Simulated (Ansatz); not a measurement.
**Pt (sc type): how the settings move a single-point run**

Aim: see which settings change the result for Pt (sc type), by how much, and at what cost.

Computed with Ansatz 0.2.0 (reference: DFT, LDA, all-electron LAPW, scalar-relativistic, unless a step's input says otherwise).

1 further run of the same task is left out (it didn't finish). Runs told in other sessions of the task aren't counted.

## 1. Starting point

It takes space group Pm-3m (No. 221, cubic). Conventional cell: a = 2.226 Å, b = 2.226 Å, c = 2.226 Å, α = 90.00°, β = 90.00°, γ = 90.00°. Pt (site symmetry m-3m) has 6 Pt at 2.23 Å in its first shell of neighbours.

Structure file:

```cif
data_structure
_symmetry_space_group_name_H-M 'P 1'
_symmetry_Int_Tables_number 1
_cell_length_a 2.2264
_cell_length_b 2.2264
_cell_length_c 2.2264
_cell_angle_alpha 90.000
_cell_angle_beta 90.000
_cell_angle_gamma 90.000
_cell_volume 11.04
loop_
_atom_site_label
_atom_site_type_symbol
_atom_site_fract_x
_atom_site_fract_y
_atom_site_fract_z
_atom_site_occupancy
Pt1 Pt 0.00000 0.00000 0.00000 1
```

## 2. Baseline

input.yaml reads:

```yaml
crystal:
  lattice:
    - [2.2263714162, 0.0, 0.0]
    - [0.0, 2.2263714162, 0.0]
    - [0.0, 0.0, 2.2263714162]
  atoms:
    - { symbol: Pt, position: [0.0, 0.0, 0.0] }
kpoints:
  mp_grid: { grid: [17, 17, 17] }
  band_path:
    path:
      - [0.0, 0.0, 0.0]
      - [0.0, 0.5, 0.0]
      - [0.5, 0.5, 0.0]
      - [0.0, 0.0, 0.0]
      - [0.5, 0.5, 0.5]
      - [0.0, 0.5, 0.0]
      - [0.5, 0.5, 0.5]
      - [0.5, 0.5, 0.0]
    npoints: 8
scf:
  occupations: { method: fermi_dirac, width: 0.1 }
hamiltonian:
  xc: lda
  pseudopotentials: { kind: all_electron, lapw: { basis_error: 0.001 } }
output:
  forces: true
  stress: true
  eigenvalues: true
  populations: true
  dos: { projected: true, de: 0.2, e_range: [-14, 8] }
```

Run with:

```
> ansatz run input.yaml --threads 1 --pin off --max-ram 2048MiB --backend cpu --events-out ev --progress --plain --runs-dir out
```

## 3. Changed: hubbard.sites [{species: Pt, l: d, u_eff: 3.0}], hubbard.double_counting amf

input.yaml, as its differences from that of step 2:

```diff
@@ -25,2 +25,3 @@
   pseudopotentials: { kind: all_electron, lapw: { basis_error: 0.001 } }
+  hubbard: { sites: [{ species: Pt, l: d, u_eff: 3.0 }], double_counting: amf }
 output:
@@ -30,2 +31 @@
   populations: true
-  dos: { projected: true, de: 0.2, e_range: [-14, 8] }
```

What does the calculation give? Wanted: for each run, ending; energy change; pressure; gap; force.

**Answer**, as computed:

| run | ending | energy change | pressure (GPa) | gap (eV) | force (eV/Å) | cycles | time |
| --- | --- | --- | --- | --- | --- | --- | --- |
| reference | converged | 0 | 299.7 | 0.00 | 0.00 | 6 | 32 s |
| 1: hubbard.sites [{species: Pt, l: d, u_eff: 3.0}], hubbard.double_counting amf | converged | -34.1 meV/atom (Hubbard term changed: no physical gain or loss) | 299.9 | 0.00 | 0.00 | 6 | 40 s |

Times don't compare one to one where runs were asked for different outputs or read a saved state (see the inputs); cycles may leave out searches for a lower state.

Residual by cycle in the longest SCF loop of each run; runs are numbered as in the table. The quantity is the density residual dr2, in eV.

| cycle | reference | run 1 |
| --- | --- | --- |
| 1 | 0.0895 | 0.0895 |
| 2 | 0.00102 | 9.6e-4 |
| 3 | 4.2e-4 | 3.5e-4 |
| 4 | 6.9e-5 | 4.8e-5 |
| 5 | 2.5e-6 | 1.5e-6 |
| 6 | 1.5e-8 | 9.3e-9 |

What this shows: Changing the Hubbard U and double counting of the Hubbard term moves the energy by -34.1 meV/atom. The U term adds an energy of its own, so the shift says nothing about which run is better. A changed U is a change of model: its shifts are not errors of convergence. The structure is not at rest: the sound run finds 300 GPa, so these are no properties of the relaxed crystal. 
